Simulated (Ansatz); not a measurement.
**C2H6F2Si2: a ladder of functionals and wavefunction methods**

One table from this session's results is given with a row withheld; the runs are named, their logs left out.

Method: functionals in def2-TZVPP, the program's frozen cores in correlated methods; program: Ansatz 0.2.0, Gaussian basis.

Levels to be run: PBE-D4, r2SCAN-D4, PBE0-D4, B3LYP-D4, ωB97X-V, ωB97M-V, B2PLYP; CCSD(T)/def2-TZVPP; MP2/def2-QZVPP; extrapolation to the limit.

## Structure used throughout

All runs share one geometry, relaxed beforehand with PBE0-D4 in a triple-zeta def2 set.

SMILES `C=C[Si](F)(F)[SiH3]`, 12 atoms, charge 0, spin multiplicity 1.

Atoms are counted from 1 here; the program's logs count them from 0.

Bond lengths: C1–C2 1.331 Å, C1–H7 1.086 Å, C1–H8 1.086 Å, C2–Si3 1.843 Å, C2–H9 1.089 Å, Si3–F4 1.597 Å, Si3–F5 1.596 Å, Si3–Si6 2.343 Å, Si6–H10 1.486 Å, Si6–H11 1.488 Å, Si6–H12 1.487 Å. Angles: C2–C1–H7 121.6°, C2–C1–H8 122.1°, H7–C1–H8 116.3°, C1–C2–Si3 122.3°, C1–C2–H9 118.8°, Si3–C2–H9 119.0°, C2–Si3–F4 107.7°, C2–Si3–F5 109.2°, C2–Si3–Si6 115.5°, F4–Si3–F5 106.8°, F4–Si3–Si6 108.9°, F5–Si3–Si6 108.2°, Si3–Si6–H10 110.6°, Si3–Si6–H11 109.2°, Si3–Si6–H12 109.4°, H10–Si6–H11 109.3°, H10–Si6–H12 109.5°, H11–Si6–H12 108.9°.

Geometry (Å):

```
C    -1.09245    2.06324    0.27514
C    -0.02961    1.40816   -0.18699
Si   -0.12715   -0.33700   -0.77179
F    -1.67092   -0.73591   -0.85572
F     0.45513   -0.42763   -2.25540
Si    0.99423   -1.91047    0.55281
H    -2.07597    1.60384    0.30451
H    -1.02840    3.08561    0.63656
H     0.93511    1.91288   -0.19238
H     0.91156   -3.26238   -0.05867
H     2.42276   -1.51493    0.67818
H     0.38290   -1.94059    1.90765
```

The first run:

in.yaml

```yaml
crystal:
  periodic: [false, false, false]
  atoms:
    - {symbol: C, position_ang: [-1.092445, 2.063239, 0.275135]}
    - {symbol: C, position_ang: [-0.029611, 1.408159, -0.186985]}
    - {symbol: Si, position_ang: [-0.127149, -0.336997, -0.771790]}
    - {symbol: F, position_ang: [-1.670923, -0.735914, -0.855722]}
    - {symbol: F, position_ang: [0.455132, -0.427634, -2.255397]}
    - {symbol: Si, position_ang: [0.994228, -1.910468, 0.552813]}
    - {symbol: H, position_ang: [-2.075971, 1.603836, 0.304505]}
    - {symbol: H, position_ang: [-1.028398, 3.085605, 0.636562]}
    - {symbol: H, position_ang: [0.935112, 1.912877, -0.192377]}
    - {symbol: H, position_ang: [0.911565, -3.262380, -0.058668]}
    - {symbol: H, position_ang: [2.422764, -1.514933, 0.678178]}
    - {symbol: H, position_ang: [0.382898, -1.940589, 1.907647]}
basis:
  gaussian: {orbitals: def2-TZVPP}
hamiltonian: {xc: pbe, dispersion: d4}
output: {forces: true, orbitals: {seedname: orbitals}}
```

The run is started by

```sh
> ansatz run in.yaml --threads 2 --pin off --events-out ev --progress --plain --max-ram 22528MiB --backend cuda --devices 0, --max-vram 18GiB
```

Among the steps run: PBE-D4 (GGA); r2SCAN-D4 (meta-GGA); PBE0-D4 (hybrid); B3LYP-D4 (hybrid); ωB97X-V (range-separated); ωB97M-V (range-separated); B2PLYP (double hybrid); CCSD(T) in def2-TZVPP; MP2 in def2-QZVPP.

One of the session's tables, all rows but one given; the rest of the session is left out.

```
            method  atomisation energy (eV)
            PBE-D4                   48.371
         r2SCAN-D4                   47.954
           PBE0-D4                   47.635
          B3LYP-D4                   47.755
           ωB97X-V                   48.025
           ωB97M-V                        ?
            B2PLYP                   47.335
     HF/def2-TZVPP                   36.159
    MP2/def2-TZVPP                   47.516
   CCSD/def2-TZVPP                   46.066
CCSD(T)/def2-TZVPP                   46.706
           MP2/CBS                   48.785
       CCSD(T)/CBS                   47.976
```

Q: Estimate the row for ωB97M-V from the others.

**Answer.** atomisation energy (eV): 47.902. In the column «atomisation energy (eV)» it lies between B3LYP-D4 (47.755) and r2SCAN-D4 (47.954).
